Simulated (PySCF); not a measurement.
# C8H9FOS: the cost of one run

The runs use PySCF 2.14.0, with density-fitted response routines of our own; the level of theory stands in each step. All values are computed, except where a source is named. Atoms are numbered from 0 throughout.

### 1 The molecule as given

20 atoms, charge 0, multiplicity 1; geometry from: GFN2-xTB. The atoms were then displaced at random by about 0.01 Å, so the start is not that level's minimum.

Bonds of the start (Å): C0–S1 1.88, S1–O2 1.47, S1–C3 1.79, C3–C4 1.40, C4–C5 1.38, C5–C6 1.37, C6–C7 1.39, C7–C8 1.37, C8–C9 1.49, C9–F10 1.38, C8–C3 1.43, C0–H11 1.06, C0–H12 1.11, C0–H13 1.07, C4–H14 1.07, C5–H15 1.07, C6–H16 1.08, C7–H17 1.10, C9–H18 1.09, C9–H19 1.11.

### 2 Relaxing the molecule at PBE0-D3(BJ)/def2-SVP

The job: settings as JSON, then the geometry in Å.

```
{"job": {"xc": "PBE0", "basis": "def2-SVP", "d3": "d3bj", "grid": 1, "shake": 0.01, "kind": "geom"}, "charge": 0, "multiplicity": 1}
C      2.666300     0.478490     0.197200
S      1.570210     0.807420    -1.290870
O      1.213980     2.231380    -1.262500
C      0.206130    -0.140110    -0.612900
C      0.188210    -1.498960    -0.931380
C     -0.815130    -2.325640    -0.469630
C     -1.834880    -1.804880     0.289030
C     -1.854970    -0.446870     0.581420
C     -0.865180     0.404710     0.163240
C     -0.908680     1.861910     0.485390
F     -1.978890     2.155200     1.300910
H      2.851790    -0.558370     0.257700
H      2.117880     0.860490     1.080670
H      3.551680     1.058790     0.053650
H      0.997490    -1.887880    -1.521510
H     -0.788900    -3.368850    -0.697270
H     -2.634350    -2.432410     0.644270
H     -2.688450    -0.038570     1.178350
H     -0.007400     2.181060     1.008880
H     -1.037840     2.478480    -0.424580
```

Run with:

```console
> OMP_NUM_THREADS=1 python probes_run.py task.json out
```

One launch serves the whole session: the jobs run in the order shown.

Q: Estimate the wall time and peak memory of this first job on 1 thread of Arm Neoverse V1, shared host.

About 3 min, with a peak of 0.91 GiB.
